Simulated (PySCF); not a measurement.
# C₃H₃ClGeO₂: electronic excitations

Aim: predict the electronic excitations of C₃H₃ClGeO₂ (`O=C=[C](C=O)[GeH2][Cl]`).

Programs: PySCF 2.14.0, with density-fitted response routines of our own. Each step states its level of theory. These are calculated values for one molecule in the gas phase, unless marked as measured. Atoms count from 0, in the outputs and in this text.

## (1) The starting structure

10 atoms, charge 0, multiplicity 1; geometry from: GFN2-xTB.

Bonds of the start (Å): O0–C1 1.16, C1–C2 1.30, C2–C3 1.44, C3–O4 1.21, C2–Ge5 2.00, Ge5–Cl6 2.08, C3–H7 1.10, Ge5–H8 1.52, Ge5–H9 1.50.

## (2) TDDFT and polarisability: B3LYP/def2-SVPD

Job settings and geometry (Å):

```
{"job": {"kind": "uv", "xc": "B3LYP", "basis": "def2-SVPD", "nstates": 8, "ntriplets": 3}, "charge": 0, "multiplicity": 1}
O     -1.815407     2.269341    -0.527507
C     -1.285641     1.266318    -0.299755
C     -0.604863     0.196320    -0.033378
C     -1.039099    -1.172939     0.055214
O     -0.259037    -2.070974     0.276099
Ge     1.378365     0.250682     0.237297
Cl     2.259380    -0.450607    -1.515902
H     -2.114937    -1.361521    -0.084823
H      1.785191     1.694422     0.453040
H      1.704930    -0.616388     1.417187
```

Level: TDDFT B3LYP/def2-SVPD, vertical, gas phase, core orbitals frozen in the response.

Command:

```
$ OMP_NUM_THREADS=1 python probes_run.py task.json out
```

This one command runs all jobs of the session in turn.

What will the session give for the following? lowest singlet (B3LYP/def2-SVPD); brightest single state of those computed; lowest triplet; surface potential, 1st and 99th percentile. Wanted: lowest singlet; brightest single state of those computed; lowest triplet; surface potential, 1st and 99th percentile.

The runs gave:

| quantity | value |
| --- | --- |
| lowest singlet (B3LYP/def2-SVPD) | 4.02 eV (308 nm), f = 0.002 |
| brightest single state of those computed | state 6, 6.04 eV, f = 0.084 |
| lowest triplet | 3.74 eV |
| surface potential, 1st and 99th percentile | -1.46 V and 1.83 V |

**Reading.** The lowest singlet, at 4.02 eV, is HOMO−1→LUMO 0.79, HOMO→LUMO 0.20 and is weak; of the 8 states computed, the strongest absorption comes from state 6 at 6.04 eV. The lowest triplet lies 0.28 eV below the lowest singlet (triplets in Tamm-Dancoff, singlets in full TDDFT). By nearest atom (B3LYP/def2-SVPD), the HOMO sits on O4 59 %; C2 14 % and the LUMO on C1 41 %; O0 23 %.
